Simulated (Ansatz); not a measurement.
CsGdO₃, space group Pm-3m: a scan of the Hubbard U, run with Ansatz's Python interface.

The script, `csgdo3_plus_u.py`:
```python
# -*- coding: utf-8 -*-
"""How the states of CsGdO3 follow the Hubbard U."""

import warnings

import ansatz as az
import numpy as np


def count_gap(report):
    # lowest empty less highest filled band, counting bands; zero where they overlap
    return max(report.get("gap_by_band_count_ev") or 0.0, 0.0)

warnings.simplefilter("ignore", az.DeckWarning)

vectors = np.array([
    [4.545455, 0.0, 0.0],
    [0.0, 4.545455, 0.0],
    [0.0, 0.0, 4.545455],
])
csgdo3 = (
    az.Lattice.of(vectors)
    .atom("Cs", (0.0, 0.0, 0.0))
    .atom("Gd", (0.5, 0.5, 0.5))
    .atom("O", (0.5, 0.5, 0.0))
    .atom("O", (0.5, 0.0, 0.5))
    .atom("O", (0.0, 0.5, 0.5))
    .moments(Gd=9.1)
)

model = (
    csgdo3.calculation()
    .spin("collinear")
    .functional(az.Functional.LDA)
    .basis(550)
    .kpoints(mesh=(6, 6, 6))
    .occupations("gaussian", width=0.1)
    .band_table()
)
rows = []
for u in [1.0, 3.0, 5.0, 7.0]:
    summary = model.hubbard("Gd", "f", u_eff=u).run(threads=1).report
    shell = summary["hubbard"]["n_scf"]
    rows.append((u, count_gap(summary), sum(shell) / len(shell), max(abs(m) for m in summary["site_moments_mub"]), summary["n_iterations"]))
for row in rows:
    print("; ".join(f"{name} = {round(v, 4) if isinstance(v, float) else v}" for name, v in zip(["U_eff eV", "gap by band count eV", "Gd f occupation (projector)", "largest moment muB", "iterations"], row)))
```

What does raising U do here?

From U = 1 to 7 eV the largest site moment goes from 6.66 to 6.81 μB.

What the script printed:

```console
$ python csgdo3_plus_u.py
U_eff eV = 1.0; gap by band count eV = 0.0; Gd f occupation (projector) = 7.0299; largest moment muB = 6.6624; iterations = 13
U_eff eV = 3.0; gap by band count eV = 0.0; Gd f occupation (projector) = 7.0299; largest moment muB = 6.743; iterations = 13
U_eff eV = 5.0; gap by band count eV = 0.0; Gd f occupation (projector) = 7.0281; largest moment muB = 6.7859; iterations = 12
U_eff eV = 7.0; gap by band count eV = 0.0; Gd f occupation (projector) = 7.0251; largest moment muB = 6.811; iterations = 12
```

Caveats:
- Open f shells: with a Hubbard U, without spin-orbit coupling; the state reached hangs on the start and needn't be the lowest.
- The mesh is modest for a metal, so energies can be off by several to tens of meV an atom and pressures by half a GPa or more; differences at equal mesh fare better.
- A gap by band count of zero or less means overlapping bands, a metal.
- The structure comes from a database of computed cells and needn't be a stable or known phase.
- Gaps and levels are Kohn-Sham values on a finite set of k-points, without spin-orbit coupling.
- Shell occupations and the effect of U depend on the projectors; a run with no .spin step is spin-unpolarised, and each U may end in a state that isn't the lowest.
- The script silences the warnings on its input, which a real study should read.
- Wall time of the script: 62 s on 1 thread of Arm Neoverse V2, on a shared host, peak memory 0.62 GiB.

(A comment or docstring line of the script was reworded after the run, the code is as it ran.)
